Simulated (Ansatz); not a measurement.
# CdAg4 (Ag (111), 5 layers): how the settings move a single-point run

How sensitive is a single-point run of CdAg4 (Ag (111), 5 layers) to its settings? A reference run comes first, then one run with altered input.

Program: Ansatz 0.2.0. Level of theory: reference: DFT, LDA, all-electron LAPW, scalar-relativistic. These are calculated values, not measurements.

### Step 1. The system as given

The structure is trigonal, space group P3m1 (No. 156). The conventional cell has a = 2.828 Å, b = 2.828 Å, c = 25.238 Å, α = 90.00°, β = 90.00°, γ = 120.00°. Around Cd (site symmetry 3m) lie 3 Ag at 2.83 Å and 6 Cd at 2.83 Å. Ag (site symmetry 3m) has 3 Cd at 2.83 Å and 9 Ag at 2.83 Å as nearest neighbours. Ag (site symmetry 3m) has 12 Ag at 2.83 Å as nearest neighbours. Around Ag (site symmetry 3m) lie 9 Ag at 2.83 Å.

Structure file:

```xyz
5
Lattice="2.8284 0.0000 0.0000 -1.4142 2.4495 0.0000 0.0000 0.0000 25.2377" Properties=species:S:1:pos:R:3 pbc="T T T"
Cd    2.1213    0.4083    8.0008
Ag   -0.7071    2.0413   10.3063
Ag    0.7071    1.2248   12.6189
Ag    2.1213    0.4083   14.9314
Ag   -0.7071    2.0413   17.2369
```

### Step 2. Baseline

Input file input.yaml:

```yaml
crystal:
  lattice:
    - [2.8284417091, 0.0, 0.0]
    - [-1.4142208546, 2.4495023732, 0.0]
    - [0.0, 0.0, 25.2377]
  atoms:
    - { symbol: Cd, position: [0.8333333333, 0.1666666667, 0.3170187853] }
    - { symbol: Ag, position: [0.1666666667, 0.8333333333, 0.408369906] }
    - { symbol: Ag, position: [0.5, 0.5, 0.5000000003] }
    - { symbol: Ag, position: [0.8333333333, 0.1666666667, 0.5916300942] }
    - { symbol: Ag, position: [0.1666666667, 0.8333333333, 0.6829812142] }
kpoints:
  mp_grid: { grid: [13, 13, 1] }
scf:
  occupations: { method: fermi_dirac, width: 0.05 }
hamiltonian:
  xc: lda
  pseudopotentials: { kind: all_electron, lapw: { basis_error: 0.001 } }
output:
  forces: true
  stress: true
  eigenvalues: true
efield:
  axis: 3
  amplitude: 0
  dipole_correction: true
```

Run with:

```sh
$ ansatz run input.yaml --threads 2 --pin off --max-ram 4096MiB --backend cpu --events-out ev --progress --plain --runs-dir out
```

### Step 3. Variant: n_extra_bands 4

input.yaml: that of step 2 with these lines changed.

```diff
@@ -15,2 +15,3 @@
   occupations: { method: fermi_dirac, width: 0.05 }
+  n_extra_bands: 4
 hamiltonian:
```

Q: Predict the outcome of this session. Wanted: for each run, ending; energy change; gap; force.

The runs gave:

| run | ending | energy change | gap (eV) | force (eV/Å) | cycles | time |
| --- | --- | --- | --- | --- | --- | --- |
| reference | converged | 0 | 0.00 | 0.57 | 10 | 41 s |
| 1: n_extra_bands 4 | converged | 0.0 meV/atom | 0.00 | 0.57 | 10 | 38 s |

Residual by cycle in the longest SCF loop of each run; runs are numbered as in the table. The quantity is the density residual dr2, in eV.

| cycle | reference | run 1 |
| --- | --- | --- |
| 1 | 1.27 | 1.27 |
| 2 | 0.287 | 0.287 |
| 3 | 0.0706 | 0.0706 |
| 4 | 0.00884 | 0.00887 |
| 5 | 0.00197 | 0.00198 |
| 6 | 1.9e-4 | 1.9e-4 |
| 7 | 1.9e-5 | 1.9e-5 |
| 8 | 3.7e-6 | 3.7e-6 |
| 9 | 2.3e-7 | 2.3e-7 |
| 10 | 5.6e-8 | 5.6e-8 |

**Reading.** Energy and cycle count are those of the reference, so the change (band count) left the result and the number of cycles as they were.
